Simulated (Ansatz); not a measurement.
# CH10N2SSi2: the cost of one run

Program: Ansatz 0.2.0. Level of theory: RKS PBE/STO-3G. These are calculated values, not measurements.

## 1. Starting point

Bond lengths (14 of 15 bonds, heavy atoms first): C1–Si2 1.805 Å, Si2–S3 2.138 Å, S3–Si4 2.156 Å, Si4–N5 1.642 Å, Si4–N6 1.710 Å, C1–H7 1.130 Å, C1–H8 1.044 Å, C1–H9 1.090 Å, Si2–H10 1.484 Å, Si2–H11 1.500 Å, Si4–H12 1.420 Å, N5–H13 1.071 Å, N5–H14 1.021 Å, N6–H15 0.994 Å. Angles (14 of 25 angles, heavy atoms first): C1–Si2–S3 111.8°, Si2–S3–Si4 96.0°, S3–Si4–N5 103.5°, S3–Si4–N6 103.8°, N5–Si4–N6 95.4°, C1–Si2–H10 111.5°, C1–Si2–H11 109.7°, S3–Si2–H10 110.3°, S3–Si2–H11 106.4°, Si2–C1–H7 110.0°, Si2–C1–H8 114.5°, Si2–C1–H9 111.8°, S3–Si4–H12 119.8°, N5–Si4–H12 114.4°.

Coordinates:

```xyz
16

C    -1.4401   -1.9617   -0.8304
Si   -0.4631   -1.8243    0.6814
S    -0.4834    0.1665    1.4595
Si    1.0487    0.9369    0.1526
N     1.3825    2.4154    0.7832
N     0.1761    1.5280   -1.1938
H    -2.4781   -1.5505   -0.6581
H    -1.5300   -2.9330   -1.2011
H    -1.0606   -1.3099   -1.6180
H     0.9332   -2.2817    0.4700
H    -1.0520   -2.7006    1.7464
H     2.1951    0.1486   -0.1312
H     0.5151    2.7841    1.2923
H     2.0563    2.2866    1.5397
H     0.7941    2.1916   -1.6000
H    -0.6167    2.0813   -0.8481
```

## 2. End point A

The input, input.yaml:

```yaml
crystal:
  periodic: [false, false, false]
  atoms:
    - { symbol: C, position_ang: [-1.4401, -1.9617, -0.8304] }
    - { symbol: Si, position_ang: [-0.4631, -1.8243, 0.6814] }
    - { symbol: S, position_ang: [-0.4834, 0.1665, 1.4595] }
    - { symbol: Si, position_ang: [1.0487, 0.9369, 0.1526] }
    - { symbol: "N", position_ang: [1.3825, 2.4154, 0.7832] }
    - { symbol: "N", position_ang: [0.1761, 1.528, -1.1938] }
    - { symbol: H, position_ang: [-2.4781, -1.5505, -0.6581] }
    - { symbol: H, position_ang: [-1.53, -2.933, -1.2011] }
    - { symbol: H, position_ang: [-1.0606, -1.3099, -1.618] }
    - { symbol: H, position_ang: [0.9332, -2.2817, 0.47] }
    - { symbol: H, position_ang: [-1.052, -2.7006, 1.7464] }
    - { symbol: H, position_ang: [2.1951, 0.1486, -0.1312] }
    - { symbol: H, position_ang: [0.5151, 2.7841, 1.2923] }
    - { symbol: H, position_ang: [2.0563, 2.2866, 1.5397] }
    - { symbol: H, position_ang: [0.7941, 2.1916, -1.6] }
    - { symbol: H, position_ang: [-0.6167, 2.0813, -0.8481] }
basis:
  gaussian: { orbitals: STO-3G }
hamiltonian:
  xc: pbe
relax:
  f_tol: 0.02
  max_steps: 50
```

Started as:

```sh
> ansatz run input.yaml --threads 1 --pin off --max-ram 2048MiB --backend cpu --events-out ev --progress --plain --runs-dir out
```

**Question.** How long does this run take on 1 thread of Arm Neoverse V2, shared host, and how much memory does it need?

About 63 s, with a peak of 0.16 GiB.
